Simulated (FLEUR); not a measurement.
# In3As (Pm-3m) in FLEUR: single point with PBEsol

Aim: the single point of In3As with PBEsol.

Program: FLEUR MaX-R8.1 (later development tree). These are calculated values, not measurements. Logs are shortened: lines on timing, memory, paths and dates and some standing lists are left out, and cuts for length are marked.

## Step 1: Starting point

Symmetry: Pm-3m, No. 221, cubic system. Conventional cell: a = 4.672 Å, b = 4.672 Å, c = 4.672 Å, α = 90.00°, β = 90.00°, γ = 90.00°. In (site symmetry 4/mmm) is surrounded by 8 In at 3.30 Å and 4 As at 3.30 Å. Around As (site symmetry m-3m) lie 12 In at 3.30 Å.

The cell comes from a database or a generator and needn't be the stable form of this composition.

## Step 2: Single point, PBEsol

inp.xml

```xml
<?xml version="1.0" encoding="UTF-8" standalone="no"?>
<fleurInput fleurInputVersion="0.39">
   <comment>
      In3As                                                                                               
   </comment>
   <calculationSetup>
      <cutoffs Kmax="4.1" Gmax="12.7" GmaxXC="12.7" numbands="0"/>
      <scfLoop itmax="60" minDistance="0.00001" maxIterBroyd="15" imix="Anderson" alpha="0.05" precondParam="0.0" spinf="2.0" sdNocoIR="T"/>
      <coreElectrons ctail="T" frcor="F" kcrel="0" coretail_lmax="0"/>
      <xcFunctional name="PBEs" relativisticCorrections="F"/>
      <magnetism jspins="1"/>
      <soc l_soc="F" theta="0.0" phi="0.0" spav="F"/>
      <expertModes spex="0" secvar="F"/>
      <geometryOptimization l_f="T" forcealpha="1.0" forcemix="BFGS" epsdisp="0.0005" epsforce="0.0002"/>
      <ldaU l_linMix="F" mixParam="0.05" spinf="1.0"/>
   </calculationSetup>
   <cell>
      <bzIntegration valenceElectrons="84.0" mode="hist" fermiSmearingEnergy="0.00183747">
         <kPointListSelection listName="default-1"/>
         <!-- k-points included here -->
         <xi:include xmlns:xi="http://www.w3.org/2001/XInclude" href="kpts.xml"> </xi:include>
      </bzIntegration>
      <!-- symmetry operations included here -->
      <xi:include xmlns:xi="http://www.w3.org/2001/XInclude" href="sym.xml"> </xi:include>
      <bulkLattice scale="1.0">
         <bravaisMatrix>
            <row-1>    8.8281976314974528     0.0000000000000000     0.0000000000000000</row-1>
            <row-2>    0.0000000000000000     8.8281976314974528     0.0000000000000000</row-2>
            <row-3>    0.0000000000000000     0.0000000000000000     8.8281976314974528</row-3>
         </bravaisMatrix>
      </bulkLattice>
   </cell>
   <atomSpecies>
      <species name="Indium (In)" element="In" atomicNumber="49">
         <mtSphere radius="2.66" gridPoints="879" logIncrement="0.015"/>
[... 17 lines left out ...]
         <electronConfig flipSpins="F">
            <coreConfig>(1s1/2) (2s1/2) (2p1/2) (2p3/2) (3s1/2)</coreConfig>
            <valenceConfig>(3p1/2) (3p3/2) (4s1/2) (3d3/2) (3d5/2) (4p1/2) (4p3/2)</valenceConfig>
            <stateOccupation state="(4p1/2)" spinUp="0.500000" spinDown="0.500000"/>
            <stateOccupation state="(4p3/2)" spinUp="1.000000" spinDown="1.000000"/>
         </electronConfig>
         <energyParameters s="4" p="4" d="3" f="4"/>
         <lo type="SCLO" l="1" n="3" eDeriv="0"/>
         <lo type="SCLO" l="1" n="3" eDeriv="1"/>
         <lo type="HELO" l="2" n="4" eDeriv="0"/>
         <lo type="HELO" l="2" n="4" eDeriv="1"/>
         <lo type="SCLO" l="0" n="4" eDeriv="2"/>
         <lo type="SCLO" l="3" n="4" eDeriv="2"/>
      </species>
   </atomSpecies>
   <atomGroups>
      <atomGroup species="Indium (In)">
         <relPos label="                   1">1.000/2.000 1.000/2.000 .0000000000</relPos>
         <relPos label="                   2">1.000/2.000 .0000000000 1.000/2.000</relPos>
         <relPos label="                   3">.0000000000 1.000/2.000 1.000/2.000</relPos>
         <force calculate="T" relaxXYZ="TTT"/>
      </atomGroup>
      <atomGroup species="Arsenic (As)">
         <relPos label="                   4">.0000000000 .0000000000 .0000000000</relPos>
         <force calculate="T" relaxXYZ="TTT"/>
      </atomGroup>
   </atomGroups>
   <output dos="F" band="F" slice="F">
      <checks vchk="F" cdinf="F"/>
      <bandDOS minEnergy="-.5*Htr" maxEnergy="0.5*Htr" sigma="0.015" storeEVData="T"/>
      <vacuumDOS vacdos="F" integ="F" star="F" nstars="0" locx1="0.0" locy1="0.0" locx2="0.0" locy2="0.0" nstm="0" tworkf="0.0"/>
      <unfoldingBand unfoldBand="F" supercellX="1" supercellY="1" supercellZ="1"/>
      <plotting iplot="0" polar="F">
         <plot TwoD="T" vec1="  1.0  0.0  0.0" vec2="  0.0  1.0  0.0" vec3="  0.0  0.0  1.0" zero="  0.0  0.0  0.0" file="plot"/>
      </plotting>
      <chargeDensitySlicing numkpt="0" minEigenval="0.0" maxEigenval="0.0" nnne="0" pallst="F"/>
      <specialOutput eonly="F"/>
      <moessbauerParams electricFieldGradient="T" isomerShift="T" coreHyperfine="T" valenceHyperfine="T"/>
      <magneticCircularDichroism mcd="F" energyLo="-10.0" energyUp="0.0"/>
   </output>
  <!-- We include the file relax.xml here to enable relaxations (see documentation) -->
  <xi:include xmlns:xi="http://www.w3.org/2001/XInclude" href="relax.xml"> <xi:fallback/> </xi:include>
</fleurInput>
```

crystal.txt

```
In3As
&input cartesian=F /
4.6716810000  0.0000000000  0.0000000000
0.0000000000  4.6716810000  0.0000000000
0.0000000000  0.0000000000  4.6716810000
1.8897261246
1.0 1.0 1.0

4
49 0.5000000000  0.5000000000  0.0000000000
49 0.5000000000  0.0000000000  0.5000000000
49 0.0000000000  0.5000000000  0.5000000000
33 0.0000000000  0.0000000000  0.0000000000

&kpt div1=6 div2=6 div3=6 gamma=T /
```

Potentials or basis: all-electron, FLAPW.

Command:

```bash
> inpgen -f crystal.txt -profile fastHighL
> # inp.xml edited to the form shown
> fleur_MPI
```

What it wrote:

```text
Welcome to FLEUR        (www.flapw.de)
      MaX-Release 8.1          (www.max-centre.eu)

 ========== k-point set info ==========
 Selected k-point list: default-1
 k-point list type: mesh
 6 x 6 x 6
 Number of k points: 20

 ------------Calculation Setup---------------------------
 Number of MPI-tasks      :            1
 Number of PE/node        :            1
 Number of OMP-threads    :            1
 Most efficient MPI parallelization for:
           1           2           4           5          10          20
 Additional eigenvalue parallelization possible
 Number of basis functions:         1008
 Approximate size of matrices (H+S) per k-point:         0.015 GB
 --------------------------------------------------------
 Iteration:     1   Distance:       4.39590765 me/bohr^3
 Iteration:     2   Distance:       3.96725579 me/bohr^3
 Iteration:     3   Distance:       2.43639195 me/bohr^3
 Iteration:     4   Distance:       0.97465832 me/bohr^3
 Iteration:     5   Distance:       0.81735798 me/bohr^3
 Iteration:     6   Distance:       0.09276863 me/bohr^3
 Iteration:     7   Distance:       0.05099978 me/bohr^3
 Iteration:     8   Distance:       0.02528662 me/bohr^3
 Iteration:     9   Distance:       0.00648039 me/bohr^3
 Iteration:    10   Distance:       0.00665734 me/bohr^3
 Iteration:    11   Distance:       0.00176456 me/bohr^3
 Iteration:    12   Distance:       0.00048546 me/bohr^3
 Iteration:    13   Distance:       0.00022769 me/bohr^3
 Iteration:    14   Distance:       0.00003575 me/bohr^3
 Iteration:    15   Distance:       0.00001523 me/bohr^3
 Iteration:    16   Distance:       0.00001275 me/bohr^3
 Iteration:    17   Distance:       0.00000641 me/bohr^3

 ********************************************************************
 Run finished successfully
 Stop message:
   Structural relaxation: Done
 ********************************************************************
```

Run time: 4.6 min. Hardware: 1 thread of Arm Neoverse V1, shared host; peak memory 0.1 GiB.

What came out:

```yaml
Free_energy: -541541.5030 eV
Band_gap_on_the_k_mesh: none (metal or under the smearing width)
Valence_electrons_inside_the_program's_atomic_spheres: In 19.40; As 19.84 (radii In 2.66, As 2.66 bohr)
```

Levels at points of the mesh, in eV from the Fermi level:
| k point | band 38 | band 39 | band 40 | band 41 | band 42 | band 43 | band 44 | band 45 | band 46 | band 47 |
| --- | --- | --- | --- | --- | --- | --- | --- | --- | --- | --- |
| (0.00, 0.00, 0.00) | -2.83 | -2.83 | -2.83 | -1.87 | -1.87 | 2.11 | 2.11 | 2.11 | 4.58 | 4.58 |
| (0.00, 0.00, 0.50) | -4.33 | -1.54 | -1.54 | -1.19 | -0.02 | -0.02 | 0.05 | 1.49 | 4.71 | 4.71 |
| (0.00, 0.50, 0.50) | -5.87 | -5.79 | -0.72 | -0.37 | 0.47 | 0.47 | 1.78 | 1.97 | 1.97 | 2.15 |
| (0.50, 0.50, 0.50) | -4.19 | -4.19 | -3.92 | -3.92 | -3.92 | -3.34 | 4.73 | 4.73 | 4.73 | 8.78 |

Core levels (eV from the Fermi level):
```
atom                                                                                                                             levels
1 In  1s1/2 -27718.1, 2s1/2 -4145.7, 2p1/2 -3866.4, 2p3/2 -3655.7, 3s1/2 -783.0, 3p1/2 -670.3, 3p3/2 -632.2, 3d3/2 -432.7, 3d5/2 -424.9
2 In  1s1/2 -27718.1, 2s1/2 -4145.7, 2p1/2 -3866.4, 2p3/2 -3655.7, 3s1/2 -783.0, 3p1/2 -670.3, 3p3/2 -632.2, 3d3/2 -432.7, 3d5/2 -424.9
3 In  1s1/2 -27718.1, 2s1/2 -4145.7, 2p1/2 -3866.4, 2p3/2 -3655.7, 3s1/2 -783.0, 3p1/2 -670.3, 3p3/2 -632.2, 3d3/2 -432.7, 3d5/2 -424.9
4 As                                                          1s1/2 -11701.6, 2s1/2 -1479.8, 2p1/2 -1322.0, 2p3/2 -1285.4, 3s1/2 -184.6
```
